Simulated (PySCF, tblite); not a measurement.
# C6H6FN: a rotation path, then NMR shifts on frames, part 2 of 2

tblite 0.8.0 and PySCF 2.14.0. Atoms count from 0. Earlier steps stand in the parts before.

## (5) Shielding tensors: image 5, PBE0/pcSseg-1

What the job is given:

```
{"job": {"kind": "nmr", "xc": "PBE0", "basis": "pcSseg-1", "pop": false}, "charge": 0, "multiplicity": 1}
C     -2.165400    -0.877600    -0.142100
C     -1.313600     0.117900    -0.294200
C     -0.255900     0.481500     0.704600
C      1.122000     0.332500     0.098700
C      1.966800     1.462000     0.183600
N      2.611000     2.404600     0.281300
C      1.518400    -0.793000    -0.495500
F      2.726200    -0.930700    -1.044900
H     -2.906500    -1.108600    -0.887400
H     -2.164000    -1.496300     0.740700
H     -1.330500     0.728600    -1.187100
H     -0.386400     1.520300     1.020300
H     -0.337900    -0.156000     1.588600
H      0.915100    -1.685600    -0.588900
```

With the program's defaults for keys left out, this is: GIAO PBE0/pcSseg-1 NMR shielding, non-relativistic, gas phase.

What it wrote:

```text
coarse grid: 12384 points
cycle   1  E = -386.1516068486  dE =  1.170e+00  |g| = 6.078e-01  |ddm| = 3.531e+00
cycle   2  E = -385.9506351128  dE =  2.010e-01  |g| = 1.139e+00  |ddm| = 1.522e+00
cycle   3  E = -386.2269477822  dE = -2.763e-01  |g| = 1.984e-01  |ddm| = 1.091e+00
cycle   4  E = -386.2347247070  dE = -7.777e-03  |g| = 6.862e-02  |ddm| = 1.776e-01
cycle   5  E = -386.2355830137  dE = -8.583e-04  |g| = 2.194e-02  |ddm| = 5.968e-02
cycle   6  E = -386.2356923584  dE = -1.093e-04  |g| = 4.969e-03  |ddm| = 2.160e-02
cycle   7  E = -386.2356974389  dE = -5.080e-06  |g| = 2.210e-03  |ddm| = 6.647e-03
final grid: 122080 points
cycle   8  E = -386.2889948722  dE = -3.388e-05  |g| = 6.120e-03  |ddm| = 2.985e-02
cycle   9  E = -386.2889912034  dE =  3.669e-06  |g| = 7.257e-03  |ddm| = 1.069e-02
cycle  10  E = -386.2890038703  dE = -1.267e-05  |g| = 1.515e-03  |ddm| = 6.645e-03
cycle  11  E = -386.2890044577  dE = -5.873e-07  |g| = 2.705e-04  |ddm| = 1.578e-03
cycle  12  E = -386.2890044708  dE = -1.318e-08  |g| = 1.400e-04  |ddm| = 3.340e-04
cycle  13  E = -386.2890044739  dE = -3.037e-09  |g| = 6.268e-05  |ddm| = 1.247e-04
cycle  14  E = -386.2890044747  dE = -8.183e-10  |g| = 1.588e-05  |ddm| = 5.912e-05
converged SCF energy = -386.2890044747

GIAO shielding tensors (ppm)
atom      isotropic    diamagn.    paramagn.     s11        s22        s33       span
  0 C       63.968     253.992    -190.023    -45.997     80.269    157.633    203.630
  1 C       41.531     256.888    -215.357    -81.521     47.417    158.696    240.217
  2 C      149.229     245.285     -96.055    137.020    145.800    164.868     27.848
  3 C       84.779     262.534    -177.755     -4.805    104.212    154.931    159.735
  4 C       67.218     257.279    -190.062    -51.567    -43.081    296.301    347.868
  5 N      -63.475     340.098    -403.573   -207.184   -193.380    210.137    417.321
  6 C       10.663     248.269    -237.605    -98.952     49.264     81.678    180.630
  7 F      264.134     466.053    -201.918    142.309    223.549    426.544    284.235
  8 H       26.370      29.165      -2.795     23.612     25.384     30.114      6.502
  9 H       26.353      31.150      -4.797     22.807     25.927     30.326      7.518
 10 H       25.574      31.930      -6.356     23.107     25.009     28.605      5.499
 11 H       28.725      30.253      -1.529     24.685     28.441     33.049      8.364
 12 H       28.691      30.814      -2.124     25.357     27.772     32.943      7.587
 13 H       24.517      30.558      -6.040     21.656     22.626     29.270      7.615
```

Wall time 14 s (1 thread of AMD EPYC 7B13, shared host); peak memory 0.76 GiB.

In short: δ C6 176.3, C1 145.4, C0 123.0, C4 119.7, H13 7.20, H10 6.14 ppm.

## (6) Nuclear shieldings: image 6, PBE0/pcSseg-1

What the job is given:

```
{"job": {"kind": "nmr", "xc": "PBE0", "basis": "pcSseg-1", "pop": false}, "charge": 0, "multiplicity": 1}
C     -2.149300    -0.926300    -0.081300
C     -1.308600     0.062500    -0.316000
C     -0.273000     0.539500     0.655900
C      1.118200     0.354300     0.093700
C      2.027000     1.413800     0.314400
N      2.725200     2.299600     0.516300
C      1.472100    -0.739000    -0.581800
F      2.692800    -0.906600    -1.093300
H     -2.872700    -1.241100    -0.813100
H     -2.154700    -1.455800     0.857600
H     -1.316400     0.581400    -1.265600
H     -0.422400     1.602400     0.867900
H     -0.359000    -0.005800     1.600100
H      0.820200    -1.579400    -0.776900
```

Method: GIAO PBE0/pcSseg-1 NMR shielding, non-relativistic, gas phase.

What it wrote:

```text
coarse grid: 12384 points
cycle   1  E = -386.1530597808  dE =  1.172e+00  |g| = 6.058e-01  |ddm| = 3.537e+00
cycle   2  E = -385.9545376306  dE =  1.985e-01  |g| = 1.134e+00  |ddm| = 1.524e+00
cycle   3  E = -386.2275919989  dE = -2.731e-01  |g| = 1.978e-01  |ddm| = 1.091e+00
cycle   4  E = -386.2353317141  dE = -7.740e-03  |g| = 6.805e-02  |ddm| = 1.776e-01
cycle   5  E = -386.2361778909  dE = -8.462e-04  |g| = 2.163e-02  |ddm| = 5.972e-02
cycle   6  E = -386.2362842133  dE = -1.063e-04  |g| = 4.758e-03  |ddm| = 2.158e-02
cycle   7  E = -386.2362889011  dE = -4.688e-06  |g| = 2.088e-03  |ddm| = 6.393e-03
final grid: 122080 points
cycle   8  E = -386.2896817706  dE = -3.573e-05  |g| = 6.117e-03  |ddm| = 3.178e-02
cycle   9  E = -386.2896794015  dE =  2.369e-06  |g| = 6.916e-03  |ddm| = 1.042e-02
cycle  10  E = -386.2896908239  dE = -1.142e-05  |g| = 1.412e-03  |ddm| = 6.210e-03
cycle  11  E = -386.2896913219  dE = -4.981e-07  |g| = 2.627e-04  |ddm| = 1.503e-03
cycle  12  E = -386.2896913360  dE = -1.406e-08  |g| = 1.235e-04  |ddm| = 3.391e-04
cycle  13  E = -386.2896913384  dE = -2.373e-09  |g| = 5.133e-05  |ddm| = 1.135e-04
cycle  14  E = -386.2896913389  dE = -5.086e-10  |g| = 1.671e-05  |ddm| = 4.956e-05
converged SCF energy = -386.2896913389

GIAO shielding tensors (ppm)
atom      isotropic    diamagn.    paramagn.     s11        s22        s33       span
  0 C       62.169     253.947    -191.778    -50.037     78.505    158.041    208.078
  1 C       43.013     257.008    -213.995    -78.108     49.258    157.890    235.998
  2 C      148.892     245.400     -96.508    137.714    144.078    164.884     27.170
  3 C       84.656     262.506    -177.850     -4.241    103.302    154.907    159.149
  4 C       67.432     257.162    -189.730    -50.927    -43.162    296.385    347.313
  5 N      -63.259     340.100    -403.358   -209.778   -192.369    212.371    422.148
  6 C       11.643     248.476    -236.832    -95.677     48.551     82.055    177.732
  7 F      266.272     466.100    -199.828    142.015    226.746    430.056    288.041
  8 H       26.290      29.128      -2.838     23.380     25.403     30.086      6.706
  9 H       26.291      31.062      -4.770     22.695     25.825     30.354      7.659
 10 H       25.676      31.973      -6.297     23.245     25.276     28.507      5.263
 11 H       28.698      30.187      -1.489     24.516     28.470     33.107      8.591
 12 H       28.652      30.636      -1.984     25.363     27.661     32.932      7.569
 13 H       24.511      30.581      -6.070     21.402     22.678     29.453      8.051
```

Run time: 14 s. Hardware: 1 thread of AMD EPYC 7B13, shared host; peak memory 0.76 GiB.

Key values: δ C6 175.3, C1 143.9, C0 124.8, C4 119.5, H13 7.21, H10 6.04 ppm.

## (7) Nuclear shieldings: image 8, PBE0/pcSseg-1

What the job is given:

```
{"job": {"kind": "nmr", "xc": "PBE0", "basis": "pcSseg-1", "pop": false}, "charge": 0, "multiplicity": 1}
C     -2.153800    -0.978200     0.067700
C     -1.311400    -0.053700    -0.351900
C     -0.296800     0.617000     0.520400
C      1.121500     0.381800     0.060700
C      2.089400     1.283800     0.562900
N      2.842400     2.036300     0.986200
C      1.460900    -0.616700    -0.753600
F      2.717500    -0.829600    -1.150500
H     -2.881400    -1.424600    -0.587600
H     -2.156000    -1.323300     1.088700
H     -1.328200     0.282200    -1.380600
H     -0.477900     1.696900     0.525500
H     -0.393300     0.264900     1.552000
H      0.766600    -1.337400    -1.161900
```

Method: GIAO PBE0/pcSseg-1 NMR shielding, non-relativistic, gas phase.

What it wrote:

```text
coarse grid: 12384 points
cycle   1  E = -386.1547541894  dE =  1.170e+00  |g| = 6.022e-01  |ddm| = 3.549e+00
cycle   2  E = -385.9613860418  dE =  1.934e-01  |g| = 1.125e+00  |ddm| = 1.510e+00
cycle   3  E = -386.2279376186  dE = -2.666e-01  |g| = 1.961e-01  |ddm| = 1.077e+00
cycle   4  E = -386.2355543798  dE = -7.617e-03  |g| = 6.745e-02  |ddm| = 1.772e-01
cycle   5  E = -386.2363912464  dE = -8.369e-04  |g| = 2.106e-02  |ddm| = 5.971e-02
cycle   6  E = -386.2364918809  dE = -1.006e-04  |g| = 4.517e-03  |ddm| = 2.124e-02
cycle   7  E = -386.2364961523  dE = -4.271e-06  |g| = 1.918e-03  |ddm| = 5.945e-03
final grid: 122080 points
cycle   8  E = -386.2910961061  dE = -4.089e-05  |g| = 6.347e-03  |ddm| = 3.361e-02
cycle   9  E = -386.2910938174  dE =  2.289e-06  |g| = 7.184e-03  |ddm| = 1.081e-02
cycle  10  E = -386.2911059735  dE = -1.216e-05  |g| = 1.351e-03  |ddm| = 6.344e-03
cycle  11  E = -386.2911063776  dE = -4.041e-07  |g| = 3.138e-04  |ddm| = 1.397e-03
cycle  12  E = -386.2911063939  dE = -1.629e-08  |g| = 1.825e-04  |ddm| = 3.536e-04
cycle  13  E = -386.2911063999  dE = -6.073e-09  |g| = 6.564e-05  |ddm| = 1.602e-04
cycle  14  E = -386.2911064009  dE = -9.161e-10  |g| = 1.467e-05  |ddm| = 6.358e-05
converged SCF energy = -386.2911064009

GIAO shielding tensors (ppm)
atom      isotropic    diamagn.    paramagn.     s11        s22        s33       span
  0 C       58.932     253.748    -194.816    -56.480     74.810    158.467    214.948
  1 C       46.230     256.957    -210.727    -74.078     54.111    158.657    232.735
  2 C      147.753     245.665     -97.912    137.619    140.844    164.795     27.176
  3 C       83.808     262.054    -178.247     -4.121    102.537    153.007    157.127
  4 C       67.904     257.095    -189.191    -48.559    -43.788    296.058    344.617
  5 N      -62.151     340.090    -402.241   -215.752   -190.721    220.020    435.772
  6 C       15.276     248.762    -233.486    -85.268     49.730     81.367    166.635
  7 F      270.494     466.026    -195.533    144.639    238.059    428.783    284.144
  8 H       26.148      28.975      -2.827     23.040     25.376     30.028      6.988
  9 H       26.095      31.005      -4.910     22.488     25.576     30.220      7.732
 10 H       25.738      31.877      -6.139     23.509     25.420     28.285      4.775
 11 H       28.654      29.866      -1.211     24.431     28.408     33.124      8.693
 12 H       28.691      30.783      -2.092     25.143     28.104     32.826      7.683
 13 H       24.636      30.725      -6.088     21.200     23.131     29.579      8.379
```

Wall time 14 s (1 thread of AMD EPYC 7B13, shared host); peak memory 0.76 GiB.

In short: δ C6 171.6, C1 140.7, C0 128.0, C4 119.0, H13 7.08, H10 5.98 ppm.

## (8) Comparing the runs: NMR shifts

Shifts (ppm) of some atoms, chosen among heavy atoms and hydrogens apart, with basis size and wall time:

```csv
frame,C6,C1,C0,H10,H12,N5,F7,functions,time
image 0,169.5,143.8,123.5,6.48,2.43,332.0,-97.4,166,21 s
image 2,172.9,145.8,121.8,6.35,2.68,331.0,-93.2,166,14 s
image 5,176.3,145.4,123.0,6.14,3.03,331.2,-93.2,166,14 s
image 6,175.3,143.9,124.8,6.04,3.06,331.0,-95.3,166,14 s
image 8,171.6,140.7,128.0,5.98,3.03,329.9,-99.5,166,14 s
```

## (9) Outcome

This closing draws on all 2 parts.

```
                                         quantity                                        value
                                          barrier           0.033 eV (0.8 kcal/mol) at image 5
                            end to end (GFN2-xTB)                                     0.017 eV
  13C shifts against TMS (PBE0/pcSseg-1, image 0)  169.5, 143.8, 123.5, 118.7, 104.0, 39.7 ppm
   1H shifts against TMS (PBE0/pcSseg-1, image 0)       7.21, 6.48, 5.44, 5.43, 3.10, 2.43 ppm
  15N shifts against NH3 (PBE0/pcSseg-1, image 0)                                    332.0 ppm
19F shifts against CFCl3 (PBE0/pcSseg-1, image 0)                                    -97.4 ppm
            surface potential, 1st and 99th percentile                           -1.71 V and 1.77 V
                         range of the shift of C6                           169.5 to 176.3 ppm
```

Along the band the dihedral turns by 94°, and the top (dihedral 127°) lies 0.8 kcal/mol above the start (GFN2-xTB, rough), so at room temperature this motion is fast. Ends this close can change order at a higher level. The top was not checked by a frequency run. Shifts at one fixed geometry are not the observed spectrum, which averages over the motion. In the first frame run (image 0): Shielding is most anisotropic at N5 (span 442 ppm, paramagnetic term -405 ppm). At PBE0/pcSseg-1, counted by nearest atom on the grid, the HOMO lies on C3, C6 about 20 % each; C0, C1 about 14 % each, the LUMO on C6 31 %; C3 19 %. Across the 5 runs the shift of C6 moves most, between 169.5 (image 0) and 176.3 ppm (image 5).
